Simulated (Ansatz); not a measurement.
# CH5FSSn: up Jacob's ladder to CCSD(T)

An exercise on one series of results from a longer session: the logs are not shown, and one member is left open.

Computed with Ansatz 0.2.0, Gaussian basis. Level: functionals in def2-TZVPP, the program's frozen cores in correlated methods.

Levels to be run: LDA (SPW92), PBE-D4, revPBE-D4, BLYP-D4, r2SCAN-D4, B97M-V, PBE0-D4, B3LYP-D4, r2SCANh-D4, r2SCAN0-D4, HSE06-D4, BHLYP-D4, CAM-B3LYP-D4, LC-ωPBE, ωB97X-V, ωB97M-V, B2PLYP, PBE-QIDH; CCSD(T)/def2-SVP; CCSD(T)/def2-TZVPP; MP2/def2-QZVPP; extrapolation to the limit; RPA on PBE.

**Structure used throughout**

An earlier PBE0-D4 in a triple-zeta def2 set relaxation fixed the geometry. Sn takes the def2 core potential; no spin-orbit term is included.

SMILES `FC[S][SnH3]`, 9 atoms, charge 0, spin multiplicity 1.

Atoms are counted from 1 here; the program's logs count them from 0.

Bond lengths: F1–C2 1.369 Å, C2–S3 1.820 Å, C2–H5 1.092 Å, C2–H6 1.093 Å, S3–Sn4 2.401 Å, Sn4–H7 1.707 Å, Sn4–H8 1.698 Å, Sn4–H9 1.707 Å. Angles: F1–C2–S3 108.0°, F1–C2–H5 108.2°, F1–C2–H6 108.3°, S3–C2–H5 110.7°, S3–C2–H6 110.7°, H5–C2–H6 110.8°, C2–S3–Sn4 98.1°, S3–Sn4–H7 108.9°, S3–Sn4–H8 105.2°, S3–Sn4–H9 108.8°, H7–Sn4–H8 112.1°, H7–Sn4–H9 109.6°, H8–Sn4–H9 112.1°.

Coordinates:

```csv
atom,x (Å),y (Å),z (Å)
F1,1.92611,2.04171,-0.72354
C2,0.81823,1.29320,-0.43170
S3,1.36714,-0.40192,-0.06198
Sn4,-0.78122,-1.35049,0.43606
H5,0.15884,1.30444,-1.30265
H6,0.32380,1.73739,0.43544
H7,-1.78442,-1.19830,-0.93683
H8,-0.47152,-2.97449,0.82252
H9,-1.46837,-0.49765,1.74558
```

The first run:

Input file in.yaml:

```yaml
crystal:
  periodic: [false, false, false]
  atoms:
    - {symbol: F, position_ang: [1.926110, 2.041715, -0.723542]}
    - {symbol: C, position_ang: [0.818227, 1.293204, -0.431696]}
    - {symbol: S, position_ang: [1.367140, -0.401921, -0.061984]}
    - {symbol: Sn, position_ang: [-0.781217, -1.350492, 0.436060]}
    - {symbol: H, position_ang: [0.158845, 1.304444, -1.302651]}
    - {symbol: H, position_ang: [0.323803, 1.737388, 0.435435]}
    - {symbol: H, position_ang: [-1.784421, -1.198298, -0.936829]}
    - {symbol: H, position_ang: [-0.471518, -2.974494, 0.822524]}
    - {symbol: H, position_ang: [-1.468369, -0.497647, 1.745582]}
basis:
  gaussian: {orbitals: def2-TZVPP}
hamiltonian: {xc: lda}
output: {orbitals: {seedname: orbitals}}
```

Steps of the session up to this table: LDA; PBE-D4 (GGA); revPBE-D4 (GGA); BLYP-D4 (GGA); r2SCAN-D4 (meta-GGA); B97M-V (meta-GGA); PBE0-D4 (hybrid); B3LYP-D4 (hybrid); r2SCANh-D4 (hybrid); r2SCAN0-D4 (hybrid); HSE06-D4 (hybrid); BHLYP-D4 (hybrid); CAM-B3LYP-D4 (range-separated); LC-ωPBE (range-separated); ωB97X-V (range-separated); ωB97M-V (range-separated); B2PLYP (double hybrid); PBE-QIDH (double hybrid).

One table of the session follows, with a row left open; its other results are not shown here.

It belongs to the step «Orbital energies across the functionals». 

```
  functional  HOMO (eV)  gap (eV)
 LDA (SPW92)      -5.89      4.14
      PBE-D4          ?         ?
   revPBE-D4      -5.75      4.35
     BLYP-D4      -5.66      4.22
   r2SCAN-D4      -6.06      4.85
      B97M-V      -6.19      4.91
     PBE0-D4      -7.03      6.35
    B3LYP-D4      -6.80      5.87
  r2SCANh-D4      -6.51      5.60
  r2SCAN0-D4      -7.20      6.71
    HSE06-D4      -6.63      5.59
    BHLYP-D4      -8.14      8.24
CAM-B3LYP-D4      -8.36      8.57
     LC-ωPBE      -9.74     11.06
     ωB97X-V      -9.39     10.59
     ωB97M-V      -9.22     10.13
```

Estimate the missing values for PBE-D4.

**Answer.** HOMO (eV): -5.80; gap (eV): 4.30. In the column «HOMO (eV)» it lies between LDA (SPW92) (-5.89) and revPBE-D4 (-5.75).
